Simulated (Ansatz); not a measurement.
# AlH5O2Se: the cost of one run

Method: PBE0-D4, def2-SVP first, then def2-TZVP; program: Ansatz 0.2.0, Gaussian basis.

152 further runs of the same task are left out: 152 set aside as unsound or not needed. Runs told in other sessions of the task aren't counted.

### Step 1. The system as given

The guess: 9 atoms, charge 0, spin multiplicity 1.

Atoms are counted from 1 here; the program's logs count them from 0.

Bond lengths: Al1–H2 1.649 Å, Al1–O3 1.638 Å, Al1–O4 1.640 Å, Al1–H5 1.787 Å, Al1–Se6 2.448 Å, O3–H7 0.943 Å, O4–H8 0.943 Å, Se6–H9 1.443 Å. Angles: H2–Al1–O3 106.0°, H2–Al1–O4 105.6°, H2–Al1–H5 43.2°, H2–Al1–Se6 91.9°, O3–Al1–O4 132.2°, O3–Al1–H5 113.3°, O3–Al1–Se6 106.4°, O4–Al1–H5 114.3°, O4–Al1–Se6 107.4°, H5–Al1–Se6 48.6°, Al1–O3–H7 176.6°, Al1–O4–H8 176.8°, Al1–Se6–H9 95.1°.

Coordinates:

```mol
AlH5O2Se
  3D, bonds by distance, orders not assigned

  9  8  0  0  0  0  0  0  0  0999 V2000
   -0.2616    0.0438   -0.3603 Al  0  0
    0.7151   -1.1524   -0.9399 H   0  0
   -0.2487    1.2262   -1.4942 O   0  0
   -1.4838   -0.7234    0.4186 O   0  0
    1.3642   -0.6025    0.0055 H   0  0
    1.3918    0.6851    1.3276 Se  0  0
   -0.2221    1.9422   -2.1077 H   0  0
   -2.2195   -1.1286    0.8480 H   0  0
    0.9647   -0.2902    2.3023 H   0  0
  1  2  8  0
  1  3  8  0
  1  4  8  0
  1  5  8  0
  1  6  8  0
  3  7  8  0
  4  8  8  0
  6  9  8  0
M  END
```

Distances that are to change: Al1–Se6 2.45 Å, H2–H5 1.27 Å, Al1–H2 1.65 Å, H5–Se6 1.85 Å.

### Step 2. Relaxing the guess with the reacting distances held

hold/in.yaml

```yaml
crystal:
  periodic: [false, false, false]
  atoms:
    - {symbol: Al, position_ang: [-0.261600, 0.043800, -0.360300]}
    - {symbol: H, position_ang: [0.715100, -1.152400, -0.939900]}
    - {symbol: O, position_ang: [-0.248700, 1.226200, -1.494200]}
    - {symbol: O, position_ang: [-1.483800, -0.723400, 0.418600]}
    - {symbol: H, position_ang: [1.364200, -0.602500, 0.005500]}
    - {symbol: Se, position_ang: [1.391800, 0.685100, 1.327600]}
    - {symbol: H, position_ang: [-0.222100, 1.942200, -2.107700]}
    - {symbol: H, position_ang: [-2.219500, -1.128600, 0.848000]}
    - {symbol: H, position_ang: [0.964700, -0.290200, 2.302300]}
basis:
  gaussian: {orbitals: def2-SVP}
hamiltonian: {xc: pbe0, dispersion: d4}
relax: {f_tol: 0.04, max_steps: 150, escape_saddle: false, constraints: [{distance: [0, 5]}, {distance: [1, 4]}, {distance: [0, 1]}, {distance: [4, 5]}]}
```

On the command line:

```console
ansatz run in.yaml --threads 4 --pin off --events-out ev --progress --plain --max-ram 9574MiB
```

**Question.** How long does this run take on 4 threads of Arm Neoverse V2, shared host?

About 15 s.
